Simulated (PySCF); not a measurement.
# C8H11F: the cost of one run

Computed with PySCF 2.14.0 and routines of our own; the level stands in each step. Atoms count from 0.

### Step 1. The system as given

20 atoms, charge 0, multiplicity 1; geometry from: GFN2-xTB.

### Step 2. Magnetic properties: GIAO B3LYP/pcSseg-1

What the job is given:

```
{"job": {"kind": "mag", "xc": "B3LYP", "basis": "pcSseg-1", "isotopologues": 0}, "charge": 0, "multiplicity": 1}
C      2.309172    -0.416534    -0.783576
C      1.147707    -1.049629    -0.034406
F      1.654908    -1.976889     0.862677
C      0.315927    -0.026852     0.749322
C     -0.901326    -0.638656     1.397882
C     -2.017883     0.007338     1.091514
C     -1.758527     1.116844     0.145539
C     -1.230717     0.675132    -1.194088
C     -0.272377     1.078711    -0.114705
H      2.914228    -1.192534    -1.246530
H      2.934371     0.148913    -0.096178
H      1.930078     0.247011    -1.554472
H      0.511658    -1.626101    -0.718224
H      0.971573     0.397896     1.519666
H     -0.811004    -1.504709     2.029353
H     -3.005446    -0.221288     1.452291
H     -2.330197     2.029515     0.219764
H     -1.321899    -0.367639    -1.455740
H     -1.351580     1.349041    -2.029392
H      0.306185     1.981108    -0.243734
```

Method: GIAO B3LYP/pcSseg-1 magnetisability, rotational g tensor and spin-rotation constants, non-relativistic, gas phase.

On the command line:

```sh
OMP_NUM_THREADS=1 python excited_run.py task.json out
```

One launch serves the whole session: the jobs run in the order shown.

**Question.** How long does this first job take on 1 thread of Arm Neoverse N1, shared host, and how much memory does it need?

About 95 s, with a peak of 1 GiB.
